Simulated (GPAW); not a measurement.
# Ba2Tl5V3O12 in GPAW: the effect of functional

Crystal: Ba2Tl5V3O12.

```
Ba V Tl O
1.0
     8.15421    0.00000    0.00000
    -4.07711    7.06176    0.00000
     0.00000    0.00000    6.92128
Ba V Tl O
2 3 5 12
Direct
  0.00000 0.00000 0.23552
  0.00000 0.00000 0.76448
  0.50000 0.00000 0.00000
  0.00000 0.50000 0.00000
  0.50000 0.50000 0.00000
  0.50000 0.00000 0.50000
  0.00000 0.50000 0.50000
  0.50000 0.50000 0.50000
  0.33333 0.66667 0.22489
  0.66667 0.33333 0.77511
  0.33890 0.34334 0.81444
  0.65666 0.99556 0.81444
  0.00444 0.66110 0.81444
  0.34334 0.33890 0.18556
  0.99556 0.65666 0.18556
  0.66110 0.00444 0.18556
  0.66110 0.65666 0.18556
  0.34334 0.00444 0.18556
  0.99556 0.33890 0.18556
  0.65666 0.66110 0.81444
  0.00444 0.34334 0.81444
  0.33890 0.99556 0.81444
```

The cell was built by a generator and needn't be a form met in nature.

Alike in all runs:

| Property | Result |
| --- | --- |
| Program | GPAW 26.7.0 |
| Task | band structure |
| Cutoff | 800 eV |
| Basis | pw |
| k mesh | 3 × 3 × 3 |
| Occupations | fermi-dirac, width 0.05 eV |
| Spin | collinear spin, ferromagnetic start |
| Starting moments | [0.0, 0.0, 2.0, 2.0, 2.0, 0.0, 0.0, 0.0, 0.0, 0.0, 0.0, 0.0, 0.0, 0.0, 0.0, 0.0, 0.0, 0.0, 0.0, 0.0, 0.0, 0.0] μB |

| functional | potentials or basis | pressure (GPa) | largest force (eV/Å) |
| --- | --- | --- | --- |
| BLYP | PAW data sets generated in the run's folder for this functional | ? | ? |
| TPSS | GPAW PAW data sets (gpaw-data 1.2.1) | -0.7 | 0.29 |
| SCAN | GPAW PAW data sets (gpaw-data 1.2.1) | -2.8 | 0.22 |
| PW91 | PAW data sets generated in the run's folder for this functional | 0.1 | 0.12 |

**Question.** What does the run with functional BLYP give?

**Answer.** Pressure 3.4 GPa; largest force 0.16 eV/Å.

Caveats: the PAW data sets were made with another functional, which shifts forces and pressure a little (some runs).
